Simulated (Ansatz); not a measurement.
# BAs: how the settings move a single-point run

Question: which choices in the input matter for BAs?

Program: Ansatz 0.2.0. Level of theory: reference: DFT, PBE, plane waves, PAW. These are calculated values, not measurements.

4 further runs of the same task are left out: 1 for a known fault of the program, 3 that didn't finish.

**1. Starting point**

The structure is cubic, space group F-43m (No. 216). The conventional cell has a = 4.784 Å, b = 4.784 Å, c = 4.784 Å, α = 90.00°, β = 90.00°, γ = 90.00°. Around B (site symmetry -43m) lie 4 As at 2.07 Å. As (site symmetry -43m) has 4 B at 2.07 Å as nearest neighbours.

As a file:

```cif
data_structure
_symmetry_space_group_name_H-M 'F-43m'
_symmetry_Int_Tables_number 216
_cell_length_a 4.7837
_cell_length_b 4.7837
_cell_length_c 4.7837
_cell_angle_alpha 90.000
_cell_angle_beta 90.000
_cell_angle_gamma 90.000
_cell_volume 109.47
loop_
_atom_site_label
_atom_site_type_symbol
_atom_site_symmetry_multiplicity
_atom_site_Wyckoff_symbol
_atom_site_fract_x
_atom_site_fract_y
_atom_site_fract_z
_atom_site_occupancy
B1 B 4 a 0.00000 0.00000 0.00000 1
As1 As 4 d 0.25000 0.25000 0.75000 1
```

**2. The reference run**

The input, input.yaml:

```yaml
crystal:
  lattice:
    - [0.0, 2.3918676044, 2.3918676044]
    - [2.3918676044, 0.0, 2.3918676044]
    - [2.3918676044, 2.3918676044, 0.0]
  atoms:
    - { symbol: B, position: [0.0, 0.0, 0.0] }
    - { symbol: As, position: [0.25, 0.25, 0.25] }
kpoints:
  mp_grid: { grid: [6, 6, 6] }
hamiltonian:
  xc: pbe
scf:
  occupations: { method: fixed }
  n_extra_bands: 4
output:
  forces: true
  stress: true
  eigenvalues: true
  write_density: true
  write_potential: true
  elf: true
  volumetric_format: npy
```

Command:

```console
ansatz run input.yaml --threads 4 --pin off --max-ram 3686MiB --backend cpu --events-out ev --progress --plain --runs-dir out
```

**3. Variant: xc mr2scan**

input.yaml: that of step 2 with these lines changed.

```diff
@@ -11,3 +11,3 @@
 hamiltonian:
-  xc: pbe
+  xc: mr2scan
 scf:
@@ -19,5 +19 @@
   eigenvalues: true
-  write_density: true
-  write_potential: true
-  elf: true
-  volumetric_format: npy
```

Q: Predict the outcome of this session. Wanted: for each run, ending; energy change; pressure; gap; force.

The runs gave:

```tsv
run	ending	energy change	pressure (GPa)	gap (eV)	force (eV/Å)	cycles	time
reference	converged	-	2.2	1.28	0.00	6	3.7 s
1: xc mr2scan	converged	not comparable	0.0	1.47	0.00	6	5.2 s
```

Times don't compare one to one where runs were asked for different outputs or read a saved state (see the inputs); cycles may leave out searches for a lower state.

Residual by cycle in the longest SCF loop of each run; runs are numbered as in the table. The quantity is the density residual dr2, in eV.

```tsv
cycle	reference	run 1
1	1.4e-4	0.0104
2	3.5e-5	8.9e-4
3	6.3e-6	2.2e-4
4	4.2e-7	4.6e-6
5	1.4e-8	1.0e-7
6	2.8e-9	7.4e-9
```

**Reading.** A change of functional puts the total energy on another scale; the pressure goes from 2.2 to 0.0 GPa and the gap on the mesh goes from 1.28 to 1.47 eV. At this fixed cell a lower pressure means that this functional prefers a smaller volume than the reference. Meta-GGAs of this kind usually give somewhat wider gaps than GGAs.
